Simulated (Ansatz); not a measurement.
# AlN: optics inputs, tried as typed

Aim: run 1 optics input for AlN as typed, and read from each log whether it ends well.

The COD entry's cell or inner coordinates are ideal or old and differ from later refinements, so a difference from it is no clean test against experiment.

Method: plane waves, PAW; settings as the input shows, in Ansatz 0.2.0.

## 1. The system as given

The structure is hexagonal, space group P6_3mc (No. 186). Conventional cell: a = 3.107 Å, b = 3.107 Å, c = 4.979 Å, α = 90.00°, β = 90.00°, γ = 120.00°. Al (site symmetry 3m) is surrounded by 4 N at 1.89 to 1.90 Å. N (site symmetry 3m) is surrounded by 4 Al at 1.89 to 1.90 Å.

As a file:

```cif
data_structure
_symmetry_space_group_name_H-M 'P6_3mc'
_symmetry_Int_Tables_number 186
_cell_length_a 3.1067
_cell_length_b 3.1067
_cell_length_c 4.9786
_cell_angle_alpha 90.000
_cell_angle_beta 90.000
_cell_angle_gamma 120.000
_cell_volume 41.61
loop_
_atom_site_label
_atom_site_type_symbol
_atom_site_symmetry_multiplicity
_atom_site_Wyckoff_symbol
_atom_site_fract_x
_atom_site_fract_y
_atom_site_fract_z
_atom_site_occupancy
Al1 Al 2 b 0.33333 0.66667 0.99920 1
N1 N 2 b 0.33333 0.66667 0.38080 1
```

The cell was relaxed beforehand with r2SCAN; those runs aren't shown.

For scale, an earlier run with the standard settings (PBE, 12×12×6, gaussian width 0.1 eV, scissors 0 eV) gave ε∞ 4.57 (xx, yy), 4.78 (zz); tallest peak of ε₂: 9.0 at 7.55 eV (complete to 8.3 eV).

## 2. Try 1

input.yaml reads:

```yaml
crystal:
  lattice:
    - [3.1066945035, 0.0, 0.0]
    - [-1.5533472517, 2.6904763619, 0.0]
    - [0.0, 0.0, 4.9785885504]
  atoms:
    - { symbol: Al, position: [0.3333333333, 0.6666666667, -0.000795604] }
    - { symbol: Al, position: [0.6666666667, 0.3333333333, 0.499204396] }
    - { symbol: "N", position: [0.3333333333, 0.6666666667, 0.380795604] }
    - { symbol: "N", position: [0.6666666667, 0.3333333333, 0.880795604] }
kpoints:
  mp_grid: { grid: [12, 12, 6] }
hamiltonian:
  xc: pbe
scf:
  occupations: { method: fixed }
output:
  optics:
    e_range: [0, 30]
    de: 0.2
    sigma: -0.1
    scissors: 0
    scheme: fermi_dirac
```

Command:

```
> ansatz run input.yaml --threads 4 --pin off --max-ram 3686MiB --backend cpu --events-out ev --progress --plain --runs-dir out
```

Log:

```text
Error: invalid value for `output.optics.sigma`: must be finite and > 0; got -0.1 eV
```

Run time: 0.03 s. Hardware: 4 threads of Intel Xeon 6975P-C (Granite Rapids), shared host; peak memory 0.09 GiB.

**Diagnosis.** The program refused the input. The broadening is negative. Cure: type a small positive width, such as 0.1 eV.

## 3. Summary

```tsv
try	settings	ended	fault	time
1	PBE, 12×12×6, fermi-dirac width -0.1 eV, scissors 0 eV	refused	the broadening is negative	0.03 s
```

1 refused. No run passed without a fault or warning, so no result is quoted.
